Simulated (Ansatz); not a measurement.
# ScPbS4: what a guessed cell relaxes into

The task: take a trial cell of ScPbS4 to zero force and stress.

Program: Ansatz 0.2.0. Level of theory: DFT PBE, scalar-relativistic, plane waves, PAW. These are calculated values, not measurements.

**1. The starting structure**

Symmetry: F-43m, No. 216, cubic system. Conventional cell: a = 8.054 Å, b = 8.054 Å, c = 8.054 Å, α = 90.00°, β = 90.00°, γ = 90.00°. Sc (site symmetry -43m) is surrounded by 12 S at 3.34 Å and 4 Pb at 3.49 Å. Pb (site symmetry -43m) is surrounded by 12 S at 3.34 Å and 4 Sc at 3.49 Å. Around S (site symmetry 3m) lie 6 S at 2.85 Å and 3 Sc at 3.34 Å and 3 Pb at 3.34 Å.

Structure file:

```
Sc Pb S
1.0
     0.00000    4.02699    4.02699
     4.02699    0.00000    4.02699
     4.02699    4.02699    0.00000
Sc Pb S
1 1 4
Cartesian
  6.0405 6.0405 6.0405
  0.0000 0.0000 0.0000
  5.0337 5.0337 3.0202
  5.0337 3.0202 5.0337
  3.0202 5.0337 5.0337
  3.0202 3.0202 3.0202
```

The cell is invented: species swapped into a database cell of MgCu4Sn (F-43m, No. 216), with Sc on the Mg sites, S on the Cu sites and Pb on the Sn sites. Lengths come from tabulated atomic sizes and are only a guess.

**2. A first look at the guess**

input.yaml reads:

```yaml
crystal:
  lattice:
    - [0.0, 4.02698622, 4.02698622]
    - [4.02698622, 0.0, 4.02698622]
    - [4.02698622, 4.02698622, 0.0]
  atoms:
    - { symbol: Sc, position: [0.75, 0.75, 0.75] }
    - { symbol: Pb, position: [0.0, 0.0, 0.0] }
    - { symbol: S, position: [0.375, 0.375, 0.875] }
    - { symbol: S, position: [0.375, 0.875, 0.375] }
    - { symbol: S, position: [0.875, 0.375, 0.375] }
    - { symbol: S, position: [0.375, 0.375, 0.375] }
basis:
  ecutwfc: 420
kpoints:
  mp_grid: { grid: [4, 4, 4] }
hamiltonian:
  xc: pbe
scf:
  occupations: { method: gaussian, width: 0.1 }
  lower_state_search: "off"
output:
  forces: true
  stress: true
  eigenvalues: true
```

The run is started by

```
$ ansatz run input.yaml --threads 1 --pin off --max-ram 2048MiB --backend cpu --events-out ev --progress --plain --runs-dir out
```

Further runs follow: a loose first relaxation; spin check on a coarse mesh; final relaxation.

Before running it: what results should come out? Wanted: conventional cell; volume; energy over the elements; gap on the mesh.

As calculated:

| quantity | value |
| --- | --- |
| symmetry at the end (tolerance 0.05 Å) | space group F-43m (No. 216) |
| conventional cell | a = 7.780 Å, b = 7.780 Å, c = 7.780 Å, α = 90.00°, β = 90.00°, γ = 90.00° |
| volume | 19.62 Å³/atom |
| energy over the elements | +0.33 eV/atom |
| gap on the mesh | none (metal) |

The space group F-43m (No. 216) is kept, and the volume per atom shrinks by 9.9 % from the first guess. With a positive formation energy it can't be a ground state. No finished test with a distortion of lower symmetry is shown, so the end may be a saddle point. The runs treat Pb without spin-orbit coupling. A spin-polarised run here lost its starting moments, which speaks against magnetism, though one start doesn't rule it out. Other magnetic orders were not searched.
